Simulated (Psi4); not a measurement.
# GeH4 (germane): B2PLYP/def2-TZVP (density fitting for correlation)

What is the vertical singlet–triplet gap of GeH4 (germane) at B2PLYP/def2-TZVP (density fitting for correlation)? 

The calculation is run with Psi4 1.11.

1 further run of the same task is left out (set aside as unsound or not needed).

## (1) The molecule

The species is GeH4 (5 atoms), meant as a singlet with charge 0. As SMILES, `[GeH4]`. Geometry: relaxed at PBE0-D4/def2-TZVP.

Bond lengths: Ge1–H2 1.534 Å, Ge1–H3 1.534 Å, Ge1–H4 1.534 Å, Ge1–H5 1.534 Å. Angles: H2–Ge1–H3 109.5°, H2–Ge1–H4 109.5°, H2–Ge1–H5 109.5°, H3–Ge1–H4 109.5°, H3–Ge1–H5 109.5°, H4–Ge1–H5 109.5°.

## (2) The energy at B2PLYP/def2-TZVP (density fitting for correlation)

File calc.in:

```
memory 1600 MB

molecule geom {
  0 1
  Ge     0.000100     0.000100     0.000000
  H      1.148100    -0.756300     0.680600
  H     -1.238800    -0.030000     0.904200
  H     -0.329200    -0.669100    -1.340600
  H      0.419800     1.455400    -0.244100
  units angstrom
  symmetry c1
}

set basis def2-TZVP
set puream true
set e_convergence 1e-09
set d_convergence 1e-08
set scf_type pk
set dft_radial_points 99
set dft_spherical_points 590
set num_frozen_docc 9

energy("b2plyp")
```

Launch:

```bash
$ psi4 calc.in calc.out -n 1
```

calc.out, cut to the lines that bear on the results:

```text
[...]
  Running in c1 symmetry.
[...]
  Nuclear repulsion =   45.420424199804401
[...]
  Multiplicity = 1
[...]
  Nalpha       = 18
  Nbeta        = 18
[...]
    Number of basis functions: 72
[...]
   @RKS iter   1: -2077.32843531676781   -1.94835e+00   4.18086e-02 DIIS/ADIIS
[...]
   @RKS iter   9: -2078.91954537971696   -9.54969e-12   3.67807e-09 DIIS
[...]
    Orbital Energies [Eh]
    ---------------------
    Doubly Occupied:
       1A   -401.450558     2A    -50.754717     3A    -45.094383
       4A    -45.094383     5A    -45.094382     6A     -6.612935
       7A     -4.702862     8A     -4.702862     9A     -4.702861
      10A     -1.381114    11A     -1.381113    12A     -1.381111
      13A     -1.378027    14A     -1.378026    15A     -0.638648
      16A     -0.398986    17A     -0.398960    18A     -0.398948
[...]
  @RKS Final Energy: -2078.91954537971696
   => Energetics <=
    Nuclear Repulsion Energy =             45.4204241998044012
    One-Electron Energy =               -2987.7823076285462776
    Two-Electron Energy =                 901.7413293666490972
    DFT Exchange-Correlation Energy =     -38.2989913176244983
    Empirical Dispersion Energy =           0.0000000000000000
    VV10 Nonlocal Energy =                  0.0000000000000000
    Total Energy =                      -2078.9195453797169648
[...]
 Multipole Moments:
 ------------------------------------------------------------------------------------
     Multipole            Electronic (a.u.)      Nuclear  (a.u.)        Total (a.u.)
 ------------------------------------------------------------------------------------
 L = 1.  Multiply by 2.5417464519 to convert [e a0] to [Debye]
 Dipole X            :          0.0007036           -0.0005051            0.0001985
 Dipole Y            :          0.0005414           -0.0004041            0.0001373
 Dipole Z            :         -0.0001254            0.0001010           -0.0000244
 Magnitude           :                                                    0.0002426
[...]
```

It took 6.9 s on 1 thread of Intel Xeon 6975P-C (Granite Rapids), shared host; peak memory 0.84 GiB.

## (3) The triplet

File geh4.in:

```
memory 1.6 GB

molecule {
  0 3
  Ge     0.00018897     0.00018897     0.00000000
  H      2.16959456    -1.42919987     1.28614760
  H     -2.34099272    -0.05669178     1.70869036
  H     -0.62209784    -1.26441575    -2.53336684
  H      0.79330703     2.75030740    -0.46128215
  units bohr
  symmetry c1
  no_reorient
  no_com
}

set {
  basis def2-TZVP
  reference uks
  puream true
  e_convergence 1e-09
  d_convergence 1e-08
  scf_type pk
  dft_radial_points 99
  dft_spherical_points 590
  num_frozen_docc 9
  maxiter 100
}

E, wfn = energy("b2plyp", return_wfn=True)
print_variables()
```

Launch:

```bash
$ psi4 -n 1 geh4.in geh4.out
```

geh4.out, cut to the lines that bear on the results:

```text
[...]
  Running in c1 symmetry.
[...]
  Nuclear repulsion =   45.420424253290960
[...]
  Multiplicity = 3
[...]
  Nalpha       = 19
  Nbeta        = 17
[...]
    Number of basis functions: 72
[...]
   @UKS iter   1: -2077.11400431273614   -1.73391e+00   4.10960e-02 ADIIS/DIIS
[...]
   @UKS iter  23: -2078.61154077128685   -1.95541e-11   7.20224e-09 DIIS
[...]
   @S^2 Observed:                2.002847423E+00
[...]
    Orbital Energies [Eh]
    ---------------------
    Alpha Occupied:
       1A   -401.477492     2A    -50.783374     3A    -45.125655
       4A    -45.121032     5A    -45.121032     6A     -6.643545
       7A     -4.740485     8A     -4.728124     9A     -4.728124
      10A     -1.419356    11A     -1.411114    12A     -1.411112
      13A     -1.402962    14A     -1.402959    15A     -0.713010
      16A     -0.520381    17A     -0.426114    18A     -0.426098
      19A     -0.094241
    Alpha Virtual:
      20A      0.064009    21A      0.064029    22A      0.065521
      23A      0.186744    24A      0.193908    25A      0.193917
[...]
  @UKS Final Energy: -2078.61154077128685
   => Energetics <=
    Nuclear Repulsion Energy =             45.4204242532909603
    One-Electron Energy =               -2986.4693926085133171
    Two-Electron Energy =                 900.7139289253959760
    DFT Exchange-Correlation Energy =     -38.2765013414606230
    Empirical Dispersion Energy =           0.0000000000000000
    VV10 Nonlocal Energy =                  0.0000000000000000
    Total Energy =                      -2078.6115407712868546
[...]
 Multipole Moments:
 ------------------------------------------------------------------------------------
     Multipole            Electronic (a.u.)      Nuclear  (a.u.)        Total (a.u.)
 ------------------------------------------------------------------------------------
 L = 1.  Multiply by 2.5417464519 to convert [e a0] to [Debye]
 Dipole X            :         -0.2480325            0.0058581           -0.2421744
 Dipole Y            :         -0.0122646            0.0060470           -0.0062175
 Dipole Z            :          0.1765766            0.0001890            0.1767655
 Magnitude           :                                                    0.2998886
[...]
```

Run time: 17 s. Hardware: 1 thread of Intel Xeon 6975P-C (Granite Rapids), shared host; peak memory 0.84 GiB.

## (4) Results

Level: B2PLYP/def2-TZVP (density fitting for correlation), 9 core orbitals frozen.

```
                                                         quantity           value
                                            singlet: total energy  -2079.00713 Eh
                       singlet: HOMO energy (SCF part's orbitals)       -10.86 eV
                       singlet: LUMO energy (SCF part's orbitals)         2.11 eV
                     singlet: HOMO–LUMO gap (SCF part's orbitals)        12.97 eV
                                            triplet: total energy  -2078.69814 Eh
triplet: HOMO energy (SCF part's orbitals) (highest over α and β)        -2.56 eV
                                                    triplet: ⟨S²⟩           2.003
                 vertical energy of the triplet above the singlet        8.408 eV
```

At this shape the triplet lies 8.41 eV (194 kcal/mol) above the singlet.
